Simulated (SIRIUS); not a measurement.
# ScSi2 under changes of volume

One of the cells (15.265 Å³/atom); the others are scaled copies at fixed shape and fractional positions:

```
Sc Si
1.0
     3.68424    0.00000    0.00000
    -1.84212    3.19064    0.00000
     0.00000    0.00000    3.89563
Sc Si
1 2
Cartesian
  0.0000 0.0000 0.0000
  1.8421 1.0635 1.9478
  0.0000 2.1271 1.9478
```

```yaml
Program: SIRIUS 7.12.0
Functional: PBE
Potentials_or_basis: PseudoDojo 0.4.1 PBE standard (scalar relativistic)
Cutoff: 1078 eV
Density_cutoff: 4311 eV
k_mesh: 8 × 8 × 7
Occupations: fermi-dirac, width 0.05 eV
Spin: no spin polarisation
```

```csv
volume (Å³/atom),energy over the lowest point (meV/atom),pressure (GPa)
14.067,285.29,38.3
14.367,?,?
14.666,159.87,29.0
15.265,66.52,21.2
15.564,30.19,17.7
15.863,0.00,14.6
```

**Question.** What does the run at 14.367 Å³/atom give?

**Answer.** Energy over the lowest point 218.20 meV/atom; pressure 33.4 GPa.

Worked out: A Birch-Murnaghan fit of order 3 (a polynomial in V^(-2/3)) to the other rows has no minimum within the range. It gives 218.10 meV/atom at 14.367 Å³/atom, against the run's 218.20, and -dE/dV = 33.5 GPa, against 33.4.

Energies are extrapolated to zero smearing.
